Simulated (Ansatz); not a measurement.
# CH4ClFSeSi: small, medium and large basis sets

One table from this session's results is given with a row withheld; the runs are named, their logs left out.

The runs use Ansatz 0.2.0, Gaussian basis; one geometry, several basis sets.

Plan: PBE0-D4/def2-SVP; ωB97M-V/def2-SVP; PBE0-D4/def2-QZVPP; ωB97M-V/def2-QZVPP; the functionals' def2-TZVPP values are taken from earlier runs.

### The geometry

The geometry comes from an earlier relaxation with PBE0-D4 in a triple-zeta def2 set; it is a stationary point, not always the lowest conformer.

SMILES `C[Si](F)(Cl)[SeH]`, 9 atoms, charge 0, spin multiplicity 1.

Atoms are counted from 1 here; the program's logs count them from 0.

Bond lengths: C1–Si2 1.844 Å, C1–H6 1.093 Å, C1–H7 1.093 Å, C1–H8 1.091 Å, Si2–F3 1.593 Å, Si2–Cl4 2.043 Å, Si2–Se5 2.260 Å, Se5–H9 1.471 Å. Angles: Si2–C1–H6 109.9°, Si2–C1–H7 110.3°, Si2–C1–H8 110.3°, H6–C1–H7 108.6°, H6–C1–H8 109.0°, H7–C1–H8 108.6°, C1–Si2–F3 108.0°, C1–Si2–Cl4 111.1°, C1–Si2–Se5 114.8°, F3–Si2–Cl4 107.4°, F3–Si2–Se5 110.1°, Cl4–Si2–Se5 105.2°, Si2–Se5–H9 91.6°.

Coordinates:

```xyz
9
CH4ClFSeSi
C    -0.7399   -0.9434   -0.1057
Si    0.6819    0.2221   -0.2464
F     1.8923   -0.3743    0.6001
Cl    1.3111    0.3820   -2.1834
Se    0.2414    2.3390    0.4119
H    -0.4400   -1.9388   -0.4419
H    -1.0730   -1.0123    0.9325
H    -1.5747   -0.5985   -0.7176
H    -0.2106    1.8780    1.7335
```

Set-up of the first run:

The input, in.yaml:

```yaml
crystal:
  periodic: [false, false, false]
  atoms:
    - {symbol: C, position_ang: [-0.739895, -0.943351, -0.105735]}
    - {symbol: Si, position_ang: [0.681887, 0.222143, -0.246401]}
    - {symbol: F, position_ang: [1.892317, -0.374341, 0.600073]}
    - {symbol: Cl, position_ang: [1.311067, 0.381951, -2.183388]}
    - {symbol: Se, position_ang: [0.241420, 2.338967, 0.411885]}
    - {symbol: H, position_ang: [-0.440032, -1.938815, -0.441940]}
    - {symbol: H, position_ang: [-1.072963, -1.012338, 0.932515]}
    - {symbol: H, position_ang: [-1.574743, -0.598540, -0.717619]}
    - {symbol: H, position_ang: [-0.210560, 1.878024, 1.733510]}
basis:
  gaussian: {orbitals: def2-SVP}
hamiltonian: {xc: pbe0, dispersion: d4}
output: {orbitals: {seedname: orbitals}}
```

Steps of the session up to this table: PBE0-D4 in def2-SVP; ωB97M-V in def2-SVP; PBE0-D4 in def2-QZVPP; ωB97M-V in def2-QZVPP.

One of the session's tables, all rows but one given; the rest of the session is left out.

It belongs to the step «Functionals by basis». 

```
functional       basis  HOMO (eV)  LUMO (eV)
   PBE0-D4    def2-SVP      -7.36       0.12
   PBE0-D4  def2-TZVPP      -7.47      -0.10
   PBE0-D4  def2-QZVPP      -7.49      -0.27
   ωB97M-V    def2-SVP      -9.52       2.12
   ωB97M-V  def2-TZVPP          ?          ?
   ωB97M-V  def2-QZVPP      -9.67       1.24
```

**Question.** Estimate the row for ωB97M-V, def2-TZVPP.

The run gave: HOMO (eV): -9.64; LUMO (eV): 1.73. In the column «HOMO (eV)» it lies between ωB97M-V, def2-QZVPP (-9.67) and ωB97M-V, def2-SVP (-9.52).
